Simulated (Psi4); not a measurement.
**WO3 (tungsten trioxide) at TPSS/def2-SVPD (core potential)**

Aim: the energy change on altering one bond length of WO3 (tungsten trioxide) at TPSS/def2-SVPD (core potential), from 2 runs. 

The results are computed with Psi4 1.11.

## (1) The structure to begin with

WO3: 4 atoms, total charge 0, spin state singlet. As SMILES, `[O]=[W](=[O])=[O]`. The coordinates come from a PBE0-D4/def2-TZVP relaxation.

Bond lengths: O1–W2 1.716 Å, W2–O3 1.716 Å, W2–O4 1.716 Å. Angles: O1–W2–O3 107.5°, O1–W2–O4 107.5°, O3–W2–O4 107.5°.

## (2) Energy and forces at TPSS/def2-SVPD (core potential)

File job.py:

```python
import psi4

psi4.set_memory('1600 MB')
psi4.set_num_threads(1)
psi4.core.set_output_file('o3w.out', False)

m = psi4.geometry("""
0 1
O     -0.44880995     0.50115537     2.93852412
W     -0.69239565    -0.53611530    -0.12321014
O      2.02521949    -2.16052388    -0.81995217
O     -0.77894511     2.08153333    -2.03391223
units au
symmetry c1
no_reorient
no_com
""")

psi4.set_options({
    'basis': 'def2-SVPD',
    'puream': True,
    'e_convergence': 1e-09,
    'd_convergence': 1e-08,
    'scf_type': 'pk',
    'dft_radial_points': 99,
    'dft_spherical_points': 590,
})

e = psi4.gradient('tpss')
print('gradient / Eh bohr^-1')
print(e.np.round(6))
```

The run is started by

```
$ python job.py
```

o3w.out:

```text
[...]
    !!!  WARNING: ECP capability is in beta. Please check occupations closely.  !!!
[...]
  Running in c1 symmetry.
[...]
  Nuclear repulsion =  140.368928882041814
[...]
  Multiplicity = 1
[...]
  Nalpha       = 19
  Nbeta        = 19
[...]
    Number of basis functions: 104
[...]
   @RKS iter   1:  -291.31092931542548    3.60292e-01   1.74762e-02 ADIIS/DIIS
[...]
   @RKS iter  14:  -292.73193564685573   -5.17275e-12   5.92063e-09 DIIS
[...]
    Orbital Energies [Eh]
    ---------------------
    Doubly Occupied:
       1A    -18.920519     2A    -18.920515     3A    -18.920506
       4A     -2.961693     5A     -1.649492     6A     -1.649188
       7A     -1.649180     8A     -0.865404     9A     -0.846081
      10A     -0.846073    11A     -0.391364    12A     -0.391359
      13A     -0.372657    14A     -0.372641    15A     -0.371769
      16A     -0.319726    17A     -0.285868    18A     -0.285868
      19A     -0.277047
[...]
  @RKS Final Energy:  -292.73193564685573
   => Energetics <=
    Nuclear Repulsion Energy =            140.3689288820418142
    One-Electron Energy =                -702.8208814594195246
    Two-Electron Energy =                 303.0371731162503011
    DFT Exchange-Correlation Energy =     -33.3171561857283081
    Empirical Dispersion Energy =           0.0000000000000000
    VV10 Nonlocal Energy =                  0.0000000000000000
    Total Energy =                       -292.7319356468557316
[...]
 Multipole Moments:
 ------------------------------------------------------------------------------------
     Multipole            Electronic (a.u.)      Nuclear  (a.u.)        Total (a.u.)
 ------------------------------------------------------------------------------------
 L = 1.  Multiply by 2.5417464519 to convert [e a0] to [Debye]
 Dipole X            :          1.5757895           -3.3138237           -1.7380342
 Dipole Y            :          2.9005985           -4.1282956           -1.2276972
 Dipole Z            :          0.7730447           -1.0476642           -0.2746195
 Magnitude           :                                                    2.1455580
[...]
  -Total Gradient:
     Atom            X                  Y                   Z
    ------   -----------------  -----------------  -----------------
       1       -0.006034350802    -0.011767669514    -0.027277191905
       2        0.036574065109     0.025776877064     0.005828105894
       3       -0.027600138519     0.011460813478     0.005432111111
       4       -0.003091223808    -0.025489349112     0.016028441369
[...]
```

On the terminal:

```text
gradient / Eh bohr^-1
[[-0.006034 -0.011768 -0.027277]
 [ 0.036574  0.025777  0.005828]
 [-0.0276    0.011461  0.005432]
 [-0.003091 -0.025489  0.016028]]
```

Wall time 27 s (1 thread of Intel Xeon 6975P-C (Granite Rapids), shared host); peak memory 0.69 GiB.

## (3) The distorted shape

File calc.py:

```python
import psi4

psi4.set_memory('1600 MB')
psi4.set_num_threads(1)
psi4.core.set_output_file('psi4.out', False)

mol = psi4.geometry("""
O     -0.668958     0.523097     1.665617
W     -0.797858    -0.025803     0.045417
O      1.071700    -1.143300    -0.433900
O     -0.843658     1.359397    -0.965683
units angstrom
symmetry c1
no_reorient
no_com
""")

options = {'basis': 'def2-SVPD', 'puream': True, 'e_convergence': 1e-09, 'd_convergence': 1e-08, 'scf_type': 'pk', 'dft_radial_points': 99, 'dft_spherical_points': 590}
psi4.set_options(options)

energy_value, wavefunction = psi4.gradient("tpss", return_wfn=True)
psi4.oeprop(wavefunction, "LOWDIN_CHARGES", "MAYER_INDICES", "QUADRUPOLE", title="TPSS")
print('gradient / Eh bohr^-1')
print(energy_value.np.round(6))
print(f'energy = {wavefunction.energy():.10f} Eh')
```

The run is started by

```
$ python calc.py
```

psi4.out (excerpt; [...] marks lines left out):

```text
[...]
    !!!  WARNING: ECP capability is in beta. Please check occupations closely.  !!!
[...]
  Running in c1 symmetry.
[...]
  Nuclear repulsion =  129.105406971355535
[...]
  Multiplicity = 1
[...]
  Nalpha       = 19
  Nbeta        = 19
[...]
    Number of basis functions: 104
[...]
   @RKS iter   1:  -290.70584991045752    6.46865e-01   1.90554e-02 ADIIS/DIIS
[...]
   @RKS iter  21:  -292.63981282477880    0.00000e+00   1.35344e-09 DIIS
[...]
  @RKS Final Energy:  -292.63981282477880
   => Energetics <=
    Nuclear Repulsion Energy =            129.1054069713555350
    One-Electron Energy =                -679.9418564921556936
    Two-Electron Energy =                 291.2854384026102252
    DFT Exchange-Correlation Energy =     -33.0888017065888391
    Empirical Dispersion Energy =           0.0000000000000000
    VV10 Nonlocal Energy =                  0.0000000000000000
    Total Energy =                       -292.6398128247788009
[...]
  -Total Gradient:
     Atom            X                  Y                   Z
    ------   -----------------  -----------------  -----------------
       1        0.000238030103    -0.005536942278    -0.002581304425
       2       -0.110468021898     0.076545815798     0.031723806273
       3        0.109837266221    -0.065096921377    -0.027984812766
       4        0.000334998400    -0.005945624420    -0.001164607752
[...]
 Multipole Moments:
 ------------------------------------------------------------------------------------
     Multipole            Electronic (a.u.)      Nuclear  (a.u.)        Total (a.u.)
 ------------------------------------------------------------------------------------
 L = 1.  Multiply by 2.5417464519 to convert [e a0] to [Debye]
 Dipole X            :         25.6336930          -27.7739474           -2.1402544
 Dipole Y            :        -11.1539679           10.4923453           -0.6616226
 Dipole Z            :         -5.2914177            5.2234109           -0.0680068
 Magnitude           :                                                    2.2412180
 L = 2.  Multiply by 1.3450342976 to convert [e a0^2] to [Debye ang]
 Quadrupole XX       :       -123.5617538           97.7561840          -25.8055698
 Quadrupole XY       :         82.1627188          -76.7362755            5.4264433
[...]
```

On the terminal:

```text
gradient / Eh bohr^-1
[[ 0.000238 -0.005537 -0.002581]
 [-0.110468  0.076546  0.031724]
 [ 0.109837 -0.065097 -0.027985]
 [ 0.000335 -0.005946 -0.001165]]
energy = -292.6398128248 Eh
```

It took 34 s on 1 thread of Intel Xeon 6975P-C (Granite Rapids), shared host; peak memory 0.7 GiB.

## (4) What came out

Level: TPSS/def2-SVPD (core potential).

| quantity | value |
| --- | --- |
| first shape: total energy | -292.73194 Eh |
| first shape: dipole moment | 5.45 D |
| first shape: HOMO energy | -7.54 eV |
| first shape: LUMO energy | -5.38 eV |
| first shape: HOMO–LUMO gap | 2.16 eV |
| first shape: largest force on an atom | 2.320 eV/Å |
| distorted shape: total energy | -292.63981 Eh |
| distorted shape: dipole moment | 5.70 D |
| distorted shape: HOMO energy | -6.50 eV |
| distorted shape: LUMO energy | -5.93 eV |
| distorted shape: HOMO–LUMO gap | 0.57 eV |
| distorted shape: largest force on an atom | 7.101 eV/Å |
| energy change with the W2–O3 bond stretched from 1.716 to 2.230 Å | 2.507 eV |

With the W2–O3 bond stretched from 1.716 to 2.230 Å the energy rises by 2.51 eV (242 kJ/mol). The first shape isn't relaxed at this level, so the change isn't measured from a minimum. The largest force (first shape) is 2.32 eV/Å: the shape isn't a stationary point for this species at this level.
